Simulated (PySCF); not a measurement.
# C₅H₈N₂Si: a tour of settings

Aim: see how C₅H₈N₂Si (`C=Cc1nccn1[SiH3]`) answers to the choice of functional, basis, grid and SCF options.

Programs: PySCF 2.14.0, with density-fitted response routines of our own. Each step states its level of theory. These are calculated values for one molecule, in the gas phase or a continuum, unless marked as measured. Atoms count from 0, in the outputs and in this text.

**1. The molecule as given**

16 atoms, charge 0, multiplicity 1; geometry from: GFN2-xTB.

Bonds of the start (Å): C0–C1 1.33, C1–C2 1.44, C2–N3 1.31, N3–C4 1.36, C4–C5 1.36, C5–N6 1.37, N6–Si7 1.75, N6–C2 1.38, C0–H8 1.08, C0–H9 1.08, C1–H10 1.08, C4–H11 1.07, C5–H12 1.07, Si7–H13 1.46, Si7–H14 1.46, Si7–H15 1.46.

**2. NMR shieldings: X3LYP/pcSseg-1 in acetone**

Job settings and geometry (Å):

```
{"job": {"kind": "nmr", "xc": "X3LYP", "basis": "pcSseg-1", "solvent": "acetone", "pop": true}, "charge": 0, "multiplicity": 1}
C     -0.611420     2.303129     1.511953
C     -0.580697     1.444173     0.498469
C      0.131921     0.194282     0.551293
N      0.820630    -0.242141     1.577051
C      1.325630    -1.445828     1.210247
C      0.934420    -1.741159    -0.060174
N      0.163417    -0.694400    -0.501714
Si    -0.596100    -0.557387    -2.074396
H     -0.089837     2.080282     2.425869
H     -1.148452     3.233623     1.454910
H     -1.099355     1.649463    -0.429525
H      1.934835    -2.015964     1.883504
H      1.132282    -2.590272    -0.681399
H     -2.040995    -0.465264    -1.866910
H     -0.225913    -1.778607    -2.781959
H     -0.057964     0.635015    -2.728631
```

With the program's defaults for keys left out, this is: GIAO X3LYP/pcSseg-1 NMR shielding, non-relativistic, IEF-PCM acetone.

Command:

```bash
$ OMP_NUM_THREADS=1 python probes_run.py task.json out
```

This one command runs all jobs of the session in turn.

Log:

```text
coarse grid: 14144 points
cycle   1  E = -594.0272421639  dE =  1.325e+00  |g| = 4.512e-01  |ddm| = 3.836e+00
cycle   2  E = -593.9944937287  dE =  3.275e-02  |g| = 6.045e-01  |ddm| = 1.109e+00
cycle   3  E = -594.0753748479  dE = -8.088e-02  |g| = 1.286e-01  |ddm| = 6.469e-01
cycle   4  E = -594.0787423826  dE = -3.368e-03  |g| = 3.698e-02  |ddm| = 1.141e-01
cycle   5  E = -594.0790119951  dE = -2.696e-04  |g| = 1.277e-02  |ddm| = 3.378e-02
cycle   6  E = -594.0790437406  dE = -3.175e-05  |g| = 3.723e-03  |ddm| = 1.074e-02
cycle   7  E = -594.0790467961  dE = -3.055e-06  |g| = 5.587e-04  |ddm| = 3.003e-03
final grid: 132928 points
cycle   8  E = -594.1359990577  dE = -3.264e-05  |g| = 5.262e-03  |ddm| = 2.751e-02
cycle   9  E = -594.1359984964  dE =  5.613e-07  |g| = 5.608e-03  |ddm| = 1.023e-02
cycle  10  E = -594.1360058764  dE = -7.380e-06  |g| = 8.504e-04  |ddm| = 5.413e-03
cycle  11  E = -594.1360060220  dE = -1.457e-07  |g| = 2.169e-04  |ddm| = 8.158e-04
cycle  12  E = -594.1360060309  dE = -8.897e-09  |g| = 8.335e-05  |ddm| = 2.216e-04
cycle  13  E = -594.1360060321  dE = -1.153e-09  |g| = 3.337e-05  |ddm| = 7.476e-05
cycle  14  E = -594.1360060323  dE = -2.447e-10  |g| = 5.056e-06  |ddm| = 3.143e-05
converged SCF energy = -594.1360060323

GIAO shielding tensors (ppm)
atom      isotropic    diamagn.    paramagn.     s11        s22        s33       span
  0 C       59.155     251.616    -192.461    -52.075     61.947    167.594    219.669
  1 C       50.104     256.334    -206.230    -65.623     63.001    152.934    218.557
  2 C       24.803     253.303    -228.499    -39.397     17.943     95.864    135.261
  3 N      -29.439     338.200    -367.638   -237.452    -95.272    244.408    481.859
  4 C       45.827     256.834    -211.007    -35.364     48.468    124.377    159.741
  5 C       51.001     250.984    -199.983    -32.080     62.834    122.248    154.329
  6 N       82.263     334.171    -251.908    -11.738     69.640    188.887    200.625
  7 Si     393.702     880.833    -487.131    364.602    382.052    434.453     69.851
  8 H       24.978      31.165      -6.187     22.482     23.180     29.271      6.789
  9 H       26.072      28.158      -2.086     23.849     24.914     29.453      5.604
 10 H       24.968      33.105      -8.136     21.662     23.015     30.228      8.566
 11 H       24.504      31.712      -7.208     21.779     25.157     26.576      4.796
 12 H       24.727      31.531      -6.804     21.737     25.136     27.306      5.569
 13 H       26.747      30.038      -3.292     23.213     25.364     31.663      8.450
 14 H       26.788      29.451      -2.664     22.548     26.367     31.449      8.900
 15 H       26.746      30.043      -3.297     23.206     25.377     31.655      8.450
```

Wall time 22 s (1 thread of Intel Xeon 6975P-C, shared host); peak memory 0.94 GiB.

The references, computed at this level on geometries of the same kind, shield at (ppm): 1H TMS 31.79, 13C TMS 183.0, 29Si TMS 335.0. Their shielding less the atom's gives the shift. The references are single molecules in the same continuum. Atoms listed in one row are averaged.

```
        atoms                                          environment  σ (ppm)  δ (ppm)
           C2  substituted aromatic carbon next to a ring nitrogen     24.8    158.2
           C4                  aromatic CH next to a ring nitrogen     45.8    137.2
           C1                                            alkene CH     50.1    132.9
           C5                  aromatic CH next to a ring nitrogen     51.0    132.0
           C0                                 terminal =CH2 carbon     59.2    123.9
          H11   hydrogen on an aromatic CH next to a ring nitrogen    24.50     7.29
          H12   hydrogen on an aromatic CH next to a ring nitrogen    24.73     7.06
          H10                             hydrogen on an alkene CH    24.97     6.82
           H8                   hydrogen on a terminal =CH2 carbon    24.98     6.81
           H9                   hydrogen on a terminal =CH2 carbon    26.07     5.72
H13, H14, H15                    hydrogen on a silicon bonded to N    26.76     5.03
           N3                   pyridine-type nitrogen of an azole    -29.4        –
           N6                           pyrrole-type ring nitrogen     82.3        –
          Si7                             silicon bonded to N, 3 H    393.7    -58.7
```

The run also stored atomic charges by several schemes (e):

```csv
atoms,Mulliken,IAO,Hirshfeld,ESP fit
C0,-0.04,-0.29,-0.09,-0.20
C1,-0.23,-0.16,-0.05,-0.54
C2,0.43,0.18,0.08,0.73
N3,-0.45,-0.38,-0.23,-0.64
C4,0.01,-0.10,-0.05,0.06
C5,0.11,-0.12,-0.03,-0.36
N6,-0.71,-0.36,-0.10,-0.19
Si7,0.70,0.78,0.42,0.56
```

Mayer bond orders: C0–C1 1.95, C1–C2 1.12, C2–N3 1.60, N3–C4 1.35, C4–C5 1.56, C5–N6 1.15, N6–Si7 0.79, N6–C2 1.06.

Ring of atoms C2, N3, C4, C5, N6: NICS(0) -10.6, NICS(1) -10.4, NICS(1)zz -27.4 ppm (means of both faces).

**3. Shielding tensors: HSE06/pcSseg-1**

Settings changed since step 2:

```diff
@@ -1,2 +1,2 @@
-{"job": {"kind": "nmr", "xc": "X3LYP", "basis": "pcSseg-1", "solvent": "acetone", "pop": true}, "charge": 0, "multiplicity": 1}
+{"job": {"kind": "nmr", "xc": "HSE06", "basis": "pcSseg-1", "pop": true, "gauge": [2, 0, 0], "scf": {"level_shift": 2.0, "max_cycle": 95}}, "charge": 0, "multiplicity": 1}
 C     -0.611420     2.303129     1.511953
```

Level: common gauge origin HSE06/pcSseg-1 NMR shielding, non-relativistic, gas phase.

Log:

```text
final grid: 132928 points
cycle   1  E = -593.4843262754  dE =  1.646e+00  |g| = 1.112e+00  |ddm| = 3.623e+00
cycle   2  E = -593.7389344447  dE = -2.546e-01  |g| = 4.725e-01  |ddm| = 5.398e-01
cycle   3  E = -593.7911346555  dE = -5.220e-02  |g| = 3.110e-01  |ddm| = 2.873e-01
cycle   4  E = -593.8152692949  dE = -2.413e-02  |g| = 2.128e-01  |ddm| = 1.979e-01
cycle   5  E = -593.8270947334  dE = -1.183e-02  |g| = 1.532e-01  |ddm| = 1.489e-01
cycle   6  E = -593.8333763774  dE = -6.282e-03  |g| = 1.135e-01  |ddm| = 1.143e-01
cycle   7  E = -593.8368228961  dE = -3.447e-03  |g| = 8.753e-02  |ddm| = 8.773e-02
cycle   8  E = -593.8388785928  dE = -2.056e-03  |g| = 6.897e-02  |ddm| = 6.864e-02
cycle   9  E = -593.8401512321  dE = -1.273e-03  |g| = 5.549e-02  |ddm| = 5.454e-02
cycle  10  E = -593.8409622484  dE = -8.110e-04  |g| = 4.553e-02  |ddm| = 4.316e-02
cycle  11  E = -593.8414932726  dE = -5.310e-04  |g| = 3.804e-02  |ddm| = 3.441e-02
cycle  12  E = -593.8418618436  dE = -3.686e-04  |g| = 3.166e-02  |ddm| = 2.758e-02
cycle  13  E = -593.8421020806  dE = -2.402e-04  |g| = 2.772e-02  |ddm| = 2.217e-02
cycle  14  E = -593.8422856540  dE = -1.836e-04  |g| = 2.328e-02  |ddm| = 1.814e-02
cycle  15  E = -593.8424074588  dE = -1.218e-04  |g| = 2.063e-02  |ddm| = 1.469e-02
cycle  16  E = -593.8425001474  dE = -9.269e-05  |g| = 1.803e-02  |ddm| = 1.206e-02
cycle  17  E = -593.8425665361  dE = -6.639e-05  |g| = 1.607e-02  |ddm| = 1.001e-02
cycle  18  E = -593.8426176220  dE = -5.109e-05  |g| = 1.430e-02  |ddm| = 8.333e-03
cycle  19  E = -593.8426560606  dE = -3.844e-05  |g| = 1.274e-02  |ddm| = 7.008e-03
cycle  20  E = -593.8426861856  dE = -3.012e-05  |g| = 1.136e-02  |ddm| = 5.910e-03
cycle  21  E = -593.8427089889  dE = -2.280e-05  |g| = 1.024e-02  |ddm| = 5.043e-03
cycle  22  E = -593.8427266175  dE = -1.763e-05  |g| = 9.297e-03  |ddm| = 4.263e-03
cycle  23  E = -593.8427406108  dE = -1.399e-05  |g| = 8.404e-03  |ddm| = 3.683e-03
cycle  24  E = -593.8427515936  dE = -1.098e-05  |g| = 7.632e-03  |ddm| = 3.194e-03
cycle  25  E = -593.8427607084  dE = -9.115e-06  |g| = 6.858e-03  |ddm| = 2.793e-03
cycle  26  E = -593.8427677959  dE = -7.088e-06  |g| = 6.194e-03  |ddm| = 2.417e-03
cycle  27  E = -593.8427735921  dE = -5.796e-06  |g| = 5.585e-03  |ddm| = 2.116e-03
cycle  28  E = -593.8427782256  dE = -4.633e-06  |g| = 5.031e-03  |ddm| = 1.853e-03
cycle  29  E = -593.8427819459  dE = -3.720e-06  |g| = 4.549e-03  |ddm| = 1.618e-03
cycle  30  E = -593.8427849164  dE = -2.970e-06  |g| = 4.129e-03  |ddm| = 1.429e-03
cycle  31  E = -593.8427873285  dE = -2.412e-06  |g| = 3.758e-03  |ddm| = 1.297e-03
cycle  32  E = -593.8427892313  dE = -1.903e-06  |g| = 3.451e-03  |ddm| = 1.152e-03
cycle  33  E = -593.8427908667  dE = -1.635e-06  |g| = 3.140e-03  |ddm| = 1.021e-03
cycle  34  E = -593.8427922271  dE = -1.360e-06  |g| = 2.859e-03  |ddm| = 9.177e-04
cycle  35  E = -593.8427933054  dE = -1.078e-06  |g| = 2.625e-03  |ddm| = 8.216e-04
cycle  36  E = -593.8427942336  dE = -9.281e-07  |g| = 2.406e-03  |ddm| = 7.376e-04
cycle  37  E = -593.8427949810  dE = -7.474e-07  |g| = 2.208e-03  |ddm| = 6.667e-04
cycle  38  E = -593.8427955675  dE = -5.865e-07  |g| = 2.049e-03  |ddm| = 6.077e-04
cycle  39  E = -593.8427960593  dE = -4.918e-07  |g| = 1.902e-03  |ddm| = 5.471e-04
cycle  40  E = -593.8427964903  dE = -4.310e-07  |g| = 1.752e-03  |ddm| = 4.918e-04
cycle  41  E = -593.8427968995  dE = -4.092e-07  |g| = 1.606e-03  |ddm| = 4.435e-04
cycle  42  E = -593.8427972002  dE = -3.007e-07  |g| = 1.479e-03  |ddm| = 4.014e-04
cycle  43  E = -593.8427974397  dE = -2.395e-07  |g| = 1.356e-03  |ddm| = 3.628e-04
cycle  44  E = -593.8427976526  dE = -2.128e-07  |g| = 1.242e-03  |ddm| = 3.289e-04
cycle  45  E = -593.8427978354  dE = -1.828e-07  |g| = 1.130e-03  |ddm| = 2.970e-04
cycle  46  E = -593.8427979895  dE = -1.541e-07  |g| = 1.027e-03  |ddm| = 2.704e-04
cycle  47  E = -593.8427981045  dE = -1.149e-07  |g| = 9.450e-04  |ddm| = 2.487e-04
cycle  48  E = -593.8427982098  dE = -1.054e-07  |g| = 8.640e-04  |ddm| = 2.244e-04
cycle  49  E = -593.8427982962  dE = -8.633e-08  |g| = 7.946e-04  |ddm| = 2.056e-04
cycle  50  E = -593.8427983686  dE = -7.240e-08  |g| = 7.324e-04  |ddm| = 1.873e-04
cycle  51  E = -593.8427984314  dE = -6.280e-08  |g| = 6.727e-04  |ddm| = 1.711e-04
cycle  52  E = -593.8427984817  dE = -5.036e-08  |g| = 6.246e-04  |ddm| = 1.572e-04
cycle  53  E = -593.8427985244  dE = -4.268e-08  |g| = 5.801e-04  |ddm| = 1.440e-04
cycle  54  E = -593.8427985600  dE = -3.554e-08  |g| = 5.410e-04  |ddm| = 1.321e-04
cycle  55  E = -593.8427985907  dE = -3.078e-08  |g| = 5.027e-04  |ddm| = 1.202e-04
cycle  56  E = -593.8427986220  dE = -3.129e-08  |g| = 4.653e-04  |ddm| = 1.098e-04
cycle  57  E = -593.8427986451  dE = -2.308e-08  |g| = 4.279e-04  |ddm| = 1.004e-04
cycle  58  E = -593.8427986647  dE = -1.957e-08  |g| = 3.942e-04  |ddm| = 9.177e-05
cycle  59  E = -593.8427986814  dE = -1.670e-08  |g| = 3.619e-04  |ddm| = 8.410e-05
cycle  60  E = -593.8427986956  dE = -1.425e-08  |g| = 3.317e-04  |ddm| = 7.705e-05
cycle  61  E = -593.8427987078  dE = -1.214e-08  |g| = 3.035e-04  |ddm| = 7.072e-05
cycle  62  E = -593.8427987180  dE = -1.026e-08  |g| = 2.777e-04  |ddm| = 6.489e-05
cycle  63  E = -593.8427987266  dE = -8.595e-09  |g| = 2.546e-04  |ddm| = 5.957e-05
cycle  64  E = -593.8427987339  dE = -7.243e-09  |g| = 2.333e-04  |ddm| = 5.470e-05
cycle  65  E = -593.8427987399  dE = -6.003e-09  |g| = 2.148e-04  |ddm| = 5.010e-05
cycle  66  E = -593.8427987449  dE = -5.061e-09  |g| = 1.982e-04  |ddm| = 4.599e-05
cycle  67  E = -593.8427987491  dE = -4.203e-09  |g| = 1.837e-04  |ddm| = 4.221e-05
cycle  68  E = -593.8427987527  dE = -3.547e-09  |g| = 1.709e-04  |ddm| = 3.890e-05
cycle  69  E = -593.8427987557  dE = -3.056e-09  |g| = 1.584e-04  |ddm| = 3.567e-05
cycle  70  E = -593.8427987583  dE = -2.536e-09  |g| = 1.477e-04  |ddm| = 3.290e-05
cycle  71  E = -593.8427987604  dE = -2.171e-09  |g| = 1.377e-04  |ddm| = 3.018e-05
cycle  72  E = -593.8427987623  dE = -1.874e-09  |g| = 1.281e-04  |ddm| = 2.769e-05
cycle  73  E = -593.8427987640  dE = -1.653e-09  |g| = 1.183e-04  |ddm| = 2.550e-05
cycle  74  E = -593.8427987654  dE = -1.419e-09  |g| = 1.091e-04  |ddm| = 2.345e-05
cycle  75  E = -593.8427987666  dE = -1.207e-09  |g| = 1.007e-04  |ddm| = 2.155e-05
cycle  76  E = -593.8427987676  dE = -1.044e-09  |g| = 9.246e-05  |ddm| = 1.985e-05
cycle  77  E = -593.8427987685  dE = -8.949e-10  |g| = 8.491e-05  |ddm| = 1.828e-05
cycle  78  E = -593.8427987693  dE = -7.535e-10  |g| = 7.803e-05  |ddm| = 1.682e-05
cycle  79  E = -593.8427987699  dE = -6.414e-10  |g| = 7.169e-05  |ddm| = 1.549e-05
cycle  80  E = -593.8427987705  dE = -5.512e-10  |g| = 6.563e-05  |ddm| = 1.430e-05
cycle  81  E = -593.8427987514  dE =  1.906e-08  |g| = 6.004e-05  |ddm| = 1.318e-05
cycle  82  E = -593.8427987518  dE = -3.977e-10  |g| = 5.491e-05  |ddm| = 1.217e-05
cycle  83  E = -593.8427987522  dE = -3.354e-10  |g| = 5.027e-05  |ddm| = 1.120e-05
cycle  84  E = -593.8427987524  dE = -2.826e-10  |g| = 4.606e-05  |ddm| = 1.033e-05
cycle  85  E = -593.8427987527  dE = -2.346e-10  |g| = 4.231e-05  |ddm| = 9.475e-06
cycle  86  E = -593.8427987529  dE = -1.955e-10  |g| = 3.908e-05  |ddm| = 8.716e-06
cycle  87  E = -593.8427987530  dE = -1.628e-10  |g| = 3.615e-05  |ddm| = 8.006e-06
cycle  88  E = -593.8427987532  dE = -1.376e-10  |g| = 3.359e-05  |ddm| = 7.367e-06
cycle  89  E = -593.8427987533  dE = -1.162e-10  |g| = 3.112e-05  |ddm| = 6.777e-06
level shift removed, Fock matrix diagonalised once more
converged SCF energy = -593.8427987533

GIAO shielding tensors (ppm)
atom      isotropic    diamagn.    paramagn.     s11        s22        s33       span
  0 C       53.445     272.609    -219.164    -78.244     61.887    176.691    254.935
  1 C       87.344     397.371    -310.028      1.446     59.171    201.413    199.967
  2 C       96.839     515.067    -418.228     24.900     82.363    183.254    158.354
  3 N       -6.671     486.475    -493.147   -239.614    -57.320    276.919    516.533
  4 C       82.950     414.230    -331.280      2.237     72.005    174.608    172.371
  5 C      100.779     430.592    -329.813     27.695     87.322    187.320    159.625
  6 N      182.083     580.125    -398.042     41.806    186.618    317.825    276.019
  7 Si     410.931     908.873    -497.942    371.257    388.724    472.812    101.556
  8 H       30.510      59.352     -28.841     -3.894     24.586     70.839     74.733
  9 H       -5.657    -158.685     153.028    -41.758    -18.505     43.292     85.049
 10 H       34.691      17.273      17.418    -13.693     32.238     85.527     99.221
 11 H       30.993      20.530      10.463     13.530     24.770     54.680     41.150
 12 H       38.873      31.309       7.564      6.254     33.646     76.718     70.464
 13 H      -49.894    -128.801      78.907   -124.300    -95.549     70.167    194.467
 14 H        0.493     -21.013      21.506    -81.555    -18.534    101.568    183.123
 15 H       47.891      87.007     -39.116    -40.324     46.315    137.681    178.005
```

Wall time 2.5 min (1 thread of Intel Xeon 6975P-C, shared host); peak memory 1 GiB.

A normal end doesn't make this result sound: a common gauge origin replaces GIAOs, so the shieldings depend on where the origin lies. Its shieldings differ from those of step 2 (X3LYP/pcSseg-1) by up to 100 ppm (N6).

(Part 1 of 2 ends here.)
